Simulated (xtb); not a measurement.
# SiHSeCl3 (SMILES Cl[Si](Cl)(Cl)[SeH]): GFN2-xTB

Aim: a structure relaxation of SiHSeCl3. 

The results are computed with xtb 6.7.1.

4 further runs of the same task are left out: 4 set aside as unsound or not needed.

## (1) The system as given

SiHSeCl3: 6 atoms, total charge 0, spin state singlet. As SMILES, `Cl[Si](Cl)(Cl)[SeH]`. All atoms were displaced at random from a relaxed shape. The run starts from this shape.

Bond lengths: Cl1–Si2 1.966 Å, Si2–Cl3 2.022 Å, Si2–Cl4 2.107 Å, Si2–Se5 2.228 Å, Se5–H6 1.480 Å. Angles: Cl1–Si2–Cl3 108.6°, Cl1–Si2–Cl4 105.3°, Cl1–Si2–Se5 117.3°, Cl3–Si2–Cl4 108.7°, Cl3–Si2–Se5 104.3°, Cl4–Si2–Se5 112.4°, Si2–Se5–H6 89.7°.

## (2) A structure relaxation at GFN2-xTB

The input, start.xyz:

```xyz
6
Cl3HSeSi
Cl    -0.764480    -1.027890     1.709600
Si     0.183850    -0.412340     0.101160
Cl     2.076210    -1.123010     0.155300
Cl    -0.825910    -1.306730    -1.517680
Se     0.429600     1.786570    -0.160760
H     -1.041700     1.943760    -0.147030
```

On the command line:

```
$ xtb start.xyz -o extreme --gfn2 -P 1 | tee start.out
```

**Question.** What will come out? Wanted: total energy at the end; dipole moment; HOMO energy; LUMO energy; HOMO–LUMO gap; dispersion energy; mean polarisability.

Answer, from the run:

Level: GFN2-xTB.

| quantity | value |
| --- | --- |
| total energy at the end | -19.20403 Eh |
| dipole moment | 1.36 D |
| HOMO energy | -10.97 eV |
| LUMO energy | -6.65 eV |
| HOMO–LUMO gap | 4.32 eV |
| dispersion energy | -20.83 kJ/mol |
| mean polarisability (D4 model) | 98.3 bohr³ |

In words: At the final geometry: Bond lengths: Cl1–Si2 2.020 Å, Si2–Cl3 2.012 Å, Si2–Cl4 2.020 Å, Si2–Se5 2.288 Å, Se5–H6 1.441 Å. Angles: Cl1–Si2–Cl3 110.3°, Cl1–Si2–Cl4 108.3°, Cl1–Si2–Se5 110.9°, Cl3–Si2–Cl4 110.3°, Cl3–Si2–Se5 106.1°, Cl4–Si2–Se5 111.0°, Si2–Se5–H6 95.6°. The optimisation took 12 steps and changed the energy by -0.126 eV. Mulliken charges run from -0.22 on Se5 to +0.55 on Si2.
